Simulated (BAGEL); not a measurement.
**B3LYP/aug-cc-pVDZ (density fitting with qzvpp-jkfit) run of AlNH2ClF (SMILES [NH2][Al]([F])[Cl])**

What is the energy change on altering one bond length of AlNH2ClF at B3LYP/aug-cc-pVDZ (density fitting with qzvpp-jkfit)? 

The calculation is run with BAGEL 1.2.2.

30 further runs of the same task are left out: 30 set aside as unsound or not needed.

## 1. The system as given

AlNH2ClF: 6 atoms, total charge 0, spin state singlet. SMILES: `[NH2][Al]([F])[Cl]`. The coordinates come from a PBE0-D4/def2-TZVP relaxation.

Bond lengths: N1–Al2 1.746 Å, Al2–F3 1.641 Å, Al2–Cl4 2.079 Å, N1–H5 1.006 Å, N1–H6 1.006 Å. Angles: N1–Al2–F3 119.8°, N1–Al2–Cl4 121.2°, F3–Al2–Cl4 119.0°, Al2–N1–H5 124.6°, Al2–N1–H6 124.3°, H5–N1–H6 111.1°.

## 2. A single-point energy at B3LYP/aug-cc-pVDZ (density fitting with qzvpp-jkfit)

Contents of dft.json:

```json
{ "bagel": [

{
  "title": "molecule",
  "basis": "aug-cc-pvdz.json",
  "df_basis": "qzvpp-jkfit",
  "angstrom": true,
  "geometry": [
    { "atom": "N", "xyz": [      -0.112300,       0.982600,      -0.025800 ] },
    { "atom": "Al", "xyz": [       0.152500,      -0.739100,       0.092300 ] },
    { "atom": "F", "xyz": [       1.041800,      -1.345500,       1.331100 ] },
    { "atom": "Cl", "xyz": [      -0.641100,      -2.049400,      -1.313600 ] },
    { "atom": "H", "xyz": [       0.246300,       1.661500,       0.624800 ] },
    { "atom": "H", "xyz": [      -0.645100,       1.426000,      -0.754900 ] }
  ]
},

{
  "title": "ks",
  "xc_func": "b3lyp"
},

{
  "title": "print",
  "file": "orbitals.molden",
  "orbitals": true
}

]}
```

The basis set aug-cc-pVDZ is read from a file made from the Basis Set Exchange's data (not shown).

Command:

```
$ BAGEL_NUM_THREADS=1 BAGEL dft.json > dft.out
```

Log:

```text
* using 1 threads per process

  ===============================================================
  ===============================================================

  *** Geometry ***

  { "atom" : "N", "xyz" : [     -0.212216,      1.856845,     -0.048755 ] },
  { "atom" : "Al", "xyz" : [      0.288183,     -1.396697,      0.174422 ] },
  { "atom" : "F", "xyz" : [      1.968717,     -2.542627,      2.515414 ] },
  { "atom" : "Cl", "xyz" : [     -1.211503,     -3.872805,     -2.482344 ] },
  { "atom" : "H", "xyz" : [      0.465440,      3.139780,      1.180701 ] },
  { "atom" : "H", "xyz" : [     -1.219062,      2.694749,     -1.426554 ] },

  Number of auxiliary basis functions:      446

  Since a DF basis is specified, we compute 2- and 3-index integrals:
    o Being stored without compression. Storage requirement is 0.050 GB

  Number of basis functions:      118
  Number of electrons      :       48

    * METHOD: MOLECULE                             0.19

  *** Kohn-Sham DFT ***

    * Removing 9896 points whose weight is below 1.00e-10
    * Grid points: 79540

  === Nuclear Repulsion ===
   197.6634665035

       - DIIS with orbital gradients will be used.

  === KS iteration (b3lyp / aug-cc-pvdz.json) ===
      0       -832.71274035          0.07136868           0.42
      1       -778.92379473          0.15631113           0.39
      2       -817.51025943          0.12309976           0.35
      3       -846.98046435          0.10420916           0.35
      4       -854.19084961          0.06205614           0.33
      5       -858.34146196          0.02129373           0.36
      6       -858.25197393          0.02467244           0.33
      7       -858.65902574          0.00443950           0.34
      8       -858.66910104          0.00236601           0.38
      9       -858.67486091          0.00066960           0.49
     10       -858.67520504          0.00014493           0.36
     11       -858.67522038          0.00005781           0.35
     12       -858.67522266          0.00001471           0.34
     13       -858.67522277          0.00000339           0.36
     14       -858.67522276          0.00000408           0.36
     15       -858.67522277          0.00000130           0.34
     16       -858.67522278          0.00000008           0.35
     17       -858.67522278          0.00000002           0.35
     18       -858.67522278          0.00000001           0.34
    * SCF iteration converged.

    * Permanent dipole moment:
           (    0.184853,    -0.940446,     0.125091) a.u.

    * METHOD: KS                                   7.36

    * METHOD: PRINT                                0.01

  ===============================================================
```

It took 8.1 s on 1 thread of Intel Xeon 6975P-C (Granite Rapids), shared host; peak memory 0.44 GiB.

## 3. The distorted shape

Contents of input.json:

```json
{ "bagel" : [

{
  "title" : "molecule",
  "basis" : "aug-cc-pvdz.json",
  "df_basis" : "qzvpp-jkfit",
  "angstrom" : "true",
  "geometry" : [
    { "atom" : "N", "xyz" : [      -0.291616,       0.643119,      -0.351130 ] },
    { "atom" : "Al", "xyz" : [      -0.026816,      -1.078581,      -0.233030 ] },
    { "atom" : "F", "xyz" : [       0.862484,      -1.684981,       1.005770 ] },
    { "atom" : "Cl", "xyz" : [      -0.820416,      -2.388881,      -1.638930 ] },
    { "atom" : "H", "xyz" : [       0.246300,       1.661500,       0.624800 ] },
    { "atom" : "H", "xyz" : [      -0.824416,       1.086519,      -1.080230 ] }
  ]
},

{ "title" : "ks", "xc_func" : "b3lyp" },

{ "title" : "print", "file" : "orbitals.molden", "orbitals" : "true" }

]}
```

The basis set aug-cc-pVDZ is read from a file made from the Basis Set Exchange's data (not shown).

Command:

```
$ BAGEL_NUM_THREADS=1 BAGEL input.json > input.out
```

Log:

```text
* using 1 threads per process

  ===============================================================
  ===============================================================

  *** Geometry ***

  { "atom" : "N", "xyz" : [     -0.551074,      1.215319,     -0.663540 ] },
  { "atom" : "Al", "xyz" : [     -0.050675,     -2.038223,     -0.440363 ] },
  { "atom" : "F", "xyz" : [      1.629859,     -3.184153,      1.900630 ] },
  { "atom" : "Cl", "xyz" : [     -1.550362,     -4.514331,     -3.097129 ] },
  { "atom" : "H", "xyz" : [      0.465440,      3.139780,      1.180701 ] },
  { "atom" : "H", "xyz" : [     -1.557920,      2.053223,     -2.041339 ] },

  Number of auxiliary basis functions:      446

  Since a DF basis is specified, we compute 2- and 3-index integrals:
    o Being stored without compression. Storage requirement is 0.050 GB

  Number of basis functions:      118
  Number of electrons      :       48

    * METHOD: MOLECULE                             0.20

  *** Kohn-Sham DFT ***

    * Removing 9361 points whose weight is below 1.00e-10
    * Grid points: 80075

  === Nuclear Repulsion ===
   195.6451057054

       - DIIS with orbital gradients will be used.

  === KS iteration (b3lyp / aug-cc-pvdz.json) ===
      0       -833.25850558          0.07080371           0.37
      1       -782.64203354          0.14131829           0.40
      2       -818.50317298          0.12372814           0.40
      3       -851.90928308          0.08451055           0.36
      4       -857.14457104          0.03781436           0.36
      5       -857.60490236          0.03793291           0.36
      6       -858.53713038          0.00845235           0.34
      7       -858.58495705          0.00250210           0.35
      8       -858.58812815          0.00182241           0.36
      9       -858.59014910          0.00050845           0.38
     10       -858.59032099          0.00011449           0.37
     11       -858.59033089          0.00005883           0.35
     12       -858.59033529          0.00000867           0.40
     13       -858.59033536          0.00000164           0.40
     14       -858.59033536          0.00000114           0.38
     15       -858.59033536          0.00000084           0.38
     16       -858.59033536          0.00000019           0.54
     17       -858.59033536          0.00000005           0.47
     18       -858.59033536          0.00000003           0.38
     19       -858.59033536          0.00000001           0.45
    * SCF iteration converged.

    * Permanent dipole moment:
           (    0.155232,    -0.984268,     0.073317) a.u.

    * METHOD: KS                                   8.26

    * METHOD: PRINT                                0.01

  ===============================================================
```

Run time: 9 s. Hardware: 1 thread of Intel Xeon 6975P-C (Granite Rapids), shared host; peak memory 0.44 GiB.

## 4. What came out

Level: B3LYP/aug-cc-pVDZ (density fitting with qzvpp-jkfit).

| quantity | value |
| --- | --- |
| first shape: total energy | -858.67522 Eh |
| first shape: dipole moment | 2.46 D |
| first shape: HOMO energy | -7.85 eV |
| first shape: LUMO energy | -1.33 eV |
| first shape: HOMO–LUMO gap | 6.52 eV |
| distorted shape: total energy | -858.59034 Eh |
| distorted shape: dipole moment | 2.54 D |
| distorted shape: HOMO energy | -7.69 eV |
| distorted shape: LUMO energy | -2.39 eV |
| distorted shape: HOMO–LUMO gap | 5.30 eV |
| energy change with the N1–H5 bond stretched from 1.006 to 1.510 Å | 2.310 eV |

What this shows: With the N1–H5 bond stretched from 1.006 to 1.510 Å the energy rises by 2.31 eV (223 kJ/mol). The first shape isn't relaxed at this level, so the change isn't measured from a minimum.
